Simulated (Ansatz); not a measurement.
# C2H7PSi: rigid torsion scan

Wanted for C2H7PSi: a rigid torsion scan.

All numbers are computed with Ansatz 0.2.0 through its Python package. Level of theory: PBE0/6-31G*.

### Step 1. The system

Bond lengths: C1–C2 1.340 Å, C2–Si3 1.833 Å, Si3–P4 2.218 Å, C1–H5 1.087 Å, C1–H6 1.087 Å, C2–H7 1.085 Å, Si3–H8 1.482 Å, Si3–H9 1.483 Å, P4–H10 1.414 Å, P4–H11 1.414 Å. Angles (14 of 15 angles, heavy atoms first): C1–C2–Si3 126.7°, C2–Si3–P4 107.2°, C1–C2–H7 119.5°, Si3–C2–H7 113.8°, C2–C1–H5 122.6°, C2–C1–H6 120.5°, C2–Si3–H8 110.1°, C2–Si3–H9 110.7°, P4–Si3–H8 109.1°, P4–Si3–H9 109.1°, Si3–P4–H10 97.1°, Si3–P4–H11 97.0°, H5–C1–H6 116.9°, H8–Si3–H9 110.6°.

The script holds or builds the structure itself.

### Step 2. Script

c2h7psi_torsion.py reads:

```python
'''Rigid torsion scan of C2H7PSi.'''

import warnings

import ansatz
from ase import Atoms

warnings.simplefilter('ignore', ansatz.DeckWarning)

atoms = Atoms(['C', 'C', 'Si', 'P', 'H', 'H', 'H', 'H', 'H', 'H', 'H'], positions=[
    (-1.5474, 0.6412, -0.707),
    (-0.9242, 0.2178, 0.4009),
    (0.4013, -1.044, 0.4962),
    (2.2944, -0.054, -0.0988),
    (-1.3115, 0.2556, -1.6957),
    (-2.3256, 1.3975, -0.6477),
    (-1.2025, 0.634, 1.3637),
    (0.5307, -1.5419, 1.8861),
    (0.1267, -2.1645, -0.4355),
    (2.1529, 1.096, 0.711),
    (1.8051, 0.5624, -1.2731),
])

# relax first, so that the scan starts from a minimum
first = (
    ansatz.Crystal.molecule_from_ase(atoms).calculation()
    .basis(gaussian='6-31G*')
    .functional('pbe0')
    .relax(force_tolerance=0.02, max_steps=80)
)
atoms.positions = first.run(threads=1, backend='cpu').report['positions_ang']

start = atoms.get_dihedral(3, 2, 1, 0)
energies = {}
for turn in range(0, 360, 30):
    turned = atoms.copy()
    turned.set_dihedral(3, 2, 1, 0, start + turn, indices=[0, 1, 4, 5, 6])
    job = ansatz.Crystal.molecule_from_ase(turned).calculation().basis(gaussian='6-31G*').functional('pbe0')
    energies[round((start + turn) % 360)] = job.run(threads=1, backend='cpu').report['free_energy_ev']
floor = min(energies.values())
print('dihedral P3-Si2-C1-C0 (deg)   E - E(min) (kcal/mol)')
for angle, e in sorted(energies.items()):
    print(f'{angle:8d} {23.060548 * (e - floor):14.3f}  ' + '#' * int(30 * (e - floor) / max(max(energies.values()) - floor, 1e-9)))
```

### Step 3. What the engine is handed

The package turns the script's settings into the engine's input (first run):

```yaml
crystal:
  periodic: [false, false, false]
  atoms:
    - { symbol: C, position_ang: [-1.5474, 0.6412, -0.707] }
    - { symbol: C, position_ang: [-0.9242, 0.2178, 0.4009] }
    - { symbol: Si, position_ang: [0.4013, -1.044, 0.4962] }
    - { symbol: P, position_ang: [2.2944, -0.054, -0.0988] }
    - { symbol: H, position_ang: [-1.3115, 0.2556, -1.6957] }
    - { symbol: H, position_ang: [-2.3256, 1.3975, -0.6477] }
    - { symbol: H, position_ang: [-1.2025, 0.634, 1.3637] }
    - { symbol: H, position_ang: [0.5307, -1.5419, 1.8861] }
    - { symbol: H, position_ang: [0.1267, -2.1645, -0.4355] }
    - { symbol: H, position_ang: [2.1529, 1.096, 0.711] }
    - { symbol: H, position_ang: [1.8051, 0.5624, -1.2731] }
basis:
  gaussian:
    orbitals: "6-31G*"
hamiltonian:
  xc: pbe0
relax:
  f_tol: 0.02
  max_steps: 80
```

### Step 4. Running it

On the command line:

```
$ python c2h7psi_torsion.py
```

Q: Predict the main results. Wanted: range of energy; lowest point, turn.

The runs gave:

```
              quantity     value
         runs compared        12
       range of energy  0.098 eV
lowest point, turn (°)         0
```

The lowest point lies at a turn of 0°, the highest 0.098 eV (9.4 kJ/mol) above it at 60°. The grid can miss the true lowest and highest points, and the rest of the molecule is held rigid. Run 0: After 11 moves the largest shift is 0.864 Å, of atom 5 (H). So large a move can change the bonding: the results belong to the relaxed structure. The scan is rigid and the energies are electronic, in a modest basis. With rigid groups the curve can differ much from the relaxed path, the start wasn't checked as a minimum of this torsion, and equivalent turns needn't return to the same energy.
